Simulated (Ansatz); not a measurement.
# C2H7AlGeSi: the cost of one run

Program: Ansatz 0.2.0. Level of theory: RKS BLYP-D4/def2-SVP. These are calculated values, not measurements.

**1. The system as given**

Bond lengths: C1–C2 1.197 Å, C2–Ge3 1.880 Å, Ge3–Al4 2.438 Å, Ge3–Si5 2.342 Å, C1–H6 1.058 Å, Ge3–H7 1.541 Å, Al4–H8 1.616 Å, Al4–H9 1.526 Å, Si5–H10 1.512 Å, Si5–H11 1.457 Å, Si5–H12 1.478 Å. Angles (14 of 17 angles, heavy atoms first): C1–C2–Ge3 177.5°, C2–Ge3–Al4 111.7°, C2–Ge3–Si5 108.7°, Al4–Ge3–Si5 106.3°, C2–C1–H6 172.5°, C2–Ge3–H7 111.6°, Al4–Ge3–H7 110.6°, Si5–Ge3–H7 107.6°, Ge3–Al4–H8 117.4°, Ge3–Al4–H9 121.2°, Ge3–Si5–H10 109.1°, Ge3–Si5–H11 109.8°, Ge3–Si5–H12 110.7°, H8–Al4–H9 121.3°.

Structure file:

```xyz
12

C    -2.4723   -1.0955    1.2596
C    -1.6434   -0.3948    0.7551
Ge   -0.2872    0.6428   -0.0310
Al    0.0168    0.0942   -2.3866
Si    1.7445    0.1520    1.0260
H    -3.2947   -1.6133    1.6783
H    -0.5514    2.1508    0.1460
H    -0.9908   -0.9902   -3.0342
H     1.0539    0.8194   -3.2393
H     1.6309    0.4889    2.4958
H     2.0310   -1.2718    0.9101
H     2.8396    0.9625    0.4542
```

**2. Relaxing end A**

input.yaml reads:

```yaml
crystal:
  periodic: [false, false, false]
  atoms:
    - { symbol: C, position_ang: [-2.4723, -1.0955, 1.2596] }
    - { symbol: C, position_ang: [-1.6434, -0.3948, 0.7551] }
    - { symbol: Ge, position_ang: [-0.2872, 0.6428, -0.031] }
    - { symbol: Al, position_ang: [0.0168, 0.0942, -2.3866] }
    - { symbol: Si, position_ang: [1.7445, 0.152, 1.026] }
    - { symbol: H, position_ang: [-3.2947, -1.6133, 1.6783] }
    - { symbol: H, position_ang: [-0.5514, 2.1508, 0.146] }
    - { symbol: H, position_ang: [-0.9908, -0.9902, -3.0342] }
    - { symbol: H, position_ang: [1.0539, 0.8194, -3.2393] }
    - { symbol: H, position_ang: [1.6309, 0.4889, 2.4958] }
    - { symbol: H, position_ang: [2.031, -1.2718, 0.9101] }
    - { symbol: H, position_ang: [2.8396, 0.9625, 0.4542] }
basis:
  gaussian: { orbitals: def2-SVP }
hamiltonian:
  xc: blyp
  dispersion: d4
relax:
  f_tol: 0.015
  max_steps: 40
```

The run is started by

```bash
$ ansatz run input.yaml --threads 2 --pin off --max-ram 3072MiB --backend cpu --events-out ev --progress --plain --runs-dir out
```

What time and memory should one allow on 2 threads of INTEL XEON PLATINUM 8581C at 2.10GHz (Emerald Rapids), shared host?

About 50 s, with a peak of 0.22 GiB.
